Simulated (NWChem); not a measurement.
# CH3NSSi (Si(NCS)H3): levels of theory compared

Wanted: a comparison of 3 runs (HF/6-31G, B3LYP/3-21G, MP2/pcseg-2) of CH3NSSi (Si(NCS)H3). 

The results are computed with NWChem 7.3.0.

## (1) The structure to begin with

CH3NSSi has 7 atoms, charge 0, and is taken as a singlet. As SMILES, `[H][Si]([H])([H])N=C=S`. The coordinates come from a GFN2-xTB relaxation.

Bond lengths: Si1–N2 1.717 Å, N2–C3 1.188 Å, C3–S4 1.552 Å, Si1–H5 1.459 Å, Si1–H6 1.459 Å, Si1–H7 1.460 Å. Angles: Si1–N2–C3 177.6°, N2–C3–S4 179.6°, N2–Si1–H5 105.9°, N2–Si1–H6 105.4°, N2–Si1–H7 106.0°, H5–Si1–H6 113.0°, H5–Si1–H7 112.8°, H6–Si1–H7 112.9°.

## (2) Energy and gradient at HF/6-31G (run 1)

File ch3nssi.nw:

```
START ch3nssi
TITLE "CH3NSSi hf"
memory stack 880 mb heap 220 mb global 1100 mb
GEOMETRY units angstrom noautosym nocenter noautoz
Si   -0.002120   -0.002250   -1.126530
N    -0.011450    0.030840    0.590010
C     0.002610    0.008600    1.777500
S     0.013190   -0.011980    3.329490
H     1.403140   -0.007420   -1.519630
H    -0.704610    1.207660   -1.541340
H    -0.700770   -1.225460   -1.509500
END
BASIS "ao basis" spherical bse
* library 6-31G
END
SCF
thresh 1e-08
maxiter 80
END
TASK scf gradient
```

The run is started by

```sh
nwchem ch3nssi.nw > ch3nssi.out
```

Standard output:

```text
[...]
  functions       =    50
[...]
  wavefunction    = RHF
[...]
         Total SCF energy =   -780.377056530363
      One-electron energy =  -1420.649712924691
      Two-electron energy =    467.144230120082
 Nuclear repulsion energy =    173.128426274246
        Time for solution =      5.7s
[...]
                         RHF ENERGY GRADIENTS
    atom               coordinates                        gradient
                 x          y          z           x          y          z
   1 Si     -0.004006  -0.004252  -2.128833    0.000567  -0.000785   0.009728
   2 N      -0.021637   0.058279   1.114957   -0.001248   0.001952  -0.064371
   3 C       0.004932   0.016252   3.358988    0.001724  -0.002767   0.110726
   4 S       0.024925  -0.022639   6.291824   -0.000745   0.001209  -0.079059
   5 H       2.651550  -0.014022  -2.871684   -0.008576   0.000093   0.007503
   6 H      -1.331520   2.282146  -2.912710    0.004124  -0.007038   0.008179
   7 H      -1.324263  -2.315784  -2.852541    0.004154   0.007336   0.007295
[...]
```

Wall time 9.3 s (1 thread of Intel Xeon 6975P-C (Granite Rapids), shared host); peak memory 0.096 GiB.

## (3) Energy and gradient at B3LYP/3-21G (run 2)

File work.xyz:

```xyz
7

Si    -0.002120    -0.002250    -1.126530
N     -0.011450     0.030840     0.590010
C      0.002610     0.008600     1.777500
S      0.013190    -0.011980     3.329490
H      1.403140    -0.007420    -1.519630
H     -0.704610     1.207660    -1.541340
H     -0.700770    -1.225460    -1.509500
```

File run.py:

```python
from ase.io import read
from ase.calculators.nwchem import NWChem

atoms = read('work.xyz')

calc = NWChem(
    label='work',
    theory='dft',
    memory='2200 mb',
    basis='3-21G',
    basispar='spherical bse',
    dft={'xc': 'b3lyp', 'mult': '1', 'grid': 'xfine', 'convergence': 'energy 1e-08', 'iterations': '100', 'mulliken': None},
)
atoms.calc = calc

forces = atoms.get_forces()
print(f"energy = {atoms.get_potential_energy():.6f} eV")
print("forces (eV/A):")
for s, f in zip(atoms.symbols, forces):
    print(f"{s:2s} {f[0]:10.5f} {f[1]:10.5f} {f[2]:10.5f}")
print("dipole (e A):", atoms.get_dipole_moment().round(4))
```

The run is started by

```sh
export ASE_NWCHEM_COMMAND="nwchem PREFIX.nwi > PREFIX.nwo"
python run.py
```

Standard output:

```text
energy = -21180.092650 eV
forces (eV/A):
Si   -0.02268    0.02962   -0.14167
N     0.03173   -0.04098    0.99985
C    -0.06294    0.09297   -3.20971
S     0.03934   -0.06099    3.74204
H     0.53325   -0.00442   -0.45719
H    -0.25829    0.44161   -0.48666
H    -0.26040   -0.45776   -0.44665
dipole (e A): [ 0.0018 -0.0078 -0.7447]
```

The calculator wrote work.nwi:

```
title "work"

permanent_dir work

scratch_dir work

start work

geometry units angstrom nocenter noautosym noautoz
  Si -2.1199999999999999e-03 -2.2499999999999998e-03 -1.1265300000000000e+00
  N  -1.1450000000000000e-02 3.0839999999999999e-02 5.9001000000000003e-01
  C  2.6099999999999999e-03 8.6000000000000000e-03 1.7775000000000001e+00
  S  1.3190000000000000e-02 -1.1979999999999999e-02 3.3294899999999998e+00
  H  1.4031400000000001e+00 -7.4200000000000004e-03 -1.5196300000000000e+00
  H  -7.0460999999999996e-01 1.2076600000000000e+00 -1.5413399999999999e+00
  H  -7.0077000000000000e-01 -1.2254600000000000e+00 -1.5095000000000001e+00
end

memory 2200 mb

basis spherical bse noprint
   * library 3-21G
end

dft
  xc b3lyp
  mult 1
  grid xfine
  convergence energy 1e-08
  iterations 100
  mulliken
end

task dft gradient
```

work.nwo:

```text
Northwest Computational Chemistry Package (NWChem) 7.3.0
             --------------------------------------------------------

           Job information
           ---------------

    nwchem branch   = 7.3.0
    use scalapack   = T
    input           = work.nwi
    prefix          = work.
    data base       = work/work.db
    status          = startup
    nproc           =        1

           Memory information
           ------------------

    heap     =     72089596 doubles =      550.0 Mbytes
    stack    =     72089601 doubles =      550.0 Mbytes
    global   =    144179200 doubles =     1100.0 Mbytes (distinct from heap & stack)
    total    =    288358397 doubles =     2200.0 Mbytes
    verify   = yes
    hardfail = no

[... 110 lines left out ...]
  convergence criterion.
[... 42 lines left out ...]
          Spatial weights used:  Erf1
[... 85 lines left out ...]
         Total DFT energy =     -778.354054830506
[... 3 lines left out ...]
 Nuclear repulsion energy =      173.128426274246
[... 430 lines left out ...]
          Convergence on gradient requested:  5.00D-04
[... 29 lines left out ...]
          total energy or number of iterations.
[... 38 lines left out ...]
                 ----------------------------------------
                 |  Time  |  1-e(secs)   |  2-e(secs)   |
                 ----------------------------------------
                 |  CPU   |       0.00   |       0.99   |
                 ----------------------------------------
                 |  WALL  |       0.00   |       0.99   |
                 ----------------------------------------

 Task  times  cpu:       13.4s     wall:       13.4s
 Total times  cpu:       13.5s     wall:       13.5s
```

Run time: 15 s. Hardware: 1 thread of Intel Xeon 6975P-C (Granite Rapids), shared host; peak memory 0.13 GiB.

## (4) Energy and gradient at MP2/pcseg-2 (run 3)

File test.nw:

```
start test
memory 2200 mb
charge 0

geometry units angstrom noautosym nocenter noautoz
   Si   -0.002120   -0.002250   -1.126530
   N    -0.011450    0.030840    0.590010
   C     0.002610    0.008600    1.777500
   S     0.013190   -0.011980    3.329490
   H     1.403140   -0.007420   -1.519630
   H    -0.704610    1.207660   -1.541340
   H    -0.700770   -1.225460   -1.509500
end

basis spherical bse
   * library pcseg-2
end

scf
   thresh 1e-08
   maxiter 80
end

mp2
   freeze core 12
   tight
end

task mp2 gradient
```

The run is started by

```sh
nwchem test.nw > test.out
```

Standard output:

```text
[...]
  functions       =   170
[...]
  wavefunction    = RHF
[...]
         Total SCF energy =   -780.605888872382
      One-electron energy =  -1422.135891419437
      Two-electron energy =    468.401576272808
 Nuclear repulsion energy =    173.128426274246
        Time for solution =     80.2s
[...]
          Total MP2 energy          -781.225449467176
[...]
                         mp2 ENERGY GRADIENTS
    atom               coordinates                        gradient
                 x          y          z           x          y          z
   1 Si     -0.004006  -0.004252  -2.128833    0.000354  -0.000501  -0.009559
   2 N      -0.021637   0.058279   1.114957   -0.000126   0.000108   0.018220
   3 C       0.004932   0.016252   3.358988    0.000282  -0.000112  -0.006513
   4 S       0.024925  -0.022639   6.291824   -0.000300   0.000331  -0.017830
   5 H       2.651550  -0.014022  -2.871684   -0.001990   0.000039   0.005129
   6 H      -1.331520   2.282146  -2.912710    0.000877  -0.001456   0.005565
   7 H      -1.324263  -2.315784  -2.852541    0.000902   0.001592   0.004988
[...]
```

Wall time 3.7 min (1 thread of Intel Xeon 6975P-C (Granite Rapids), shared host); peak memory 1.2 GiB.

## (5) All runs side by side

```csv
run,level,iteration cap,module,energy (Eh),dipole moment (D),HOMO energy (eV),LUMO energy (eV),wall time
1,HF/6-31G,80,scf,-780.377057,4.02,-9.84,3.12,9.3 s
2,B3LYP/3-21G,100,dft,-778.354055,3.58,-6.94,0.00,15 s
3,MP2/pcseg-2,80,mp2,-781.225449,2.61,-10.00,2.47,3.7 min
```

## (6) Results

```
                                                      quantity          value
                                           run 3: total energy  -781.22545 Eh
run 3: dipole moment (of the density that the program reports)         2.61 D
                    run 3: HOMO energy (Hartree–Fock orbitals)      -10.00 eV
                    run 3: LUMO energy (Hartree–Fock orbitals)        2.47 eV
                  run 3: HOMO–LUMO gap (Hartree–Fock orbitals)       12.47 eV
           run 3: correlation energy (12 core orbitals frozen)     -619.6 mEh
                               run 3: largest force on an atom     0.937 eV/Å
```

The dipole moment (its size) runs from 2.61 D (MP2/pcseg-2) to 4.02 D (HF/6-31G). The two ends differ in method and basis. All runs together took 4.1 min, the longest 3.7 min.
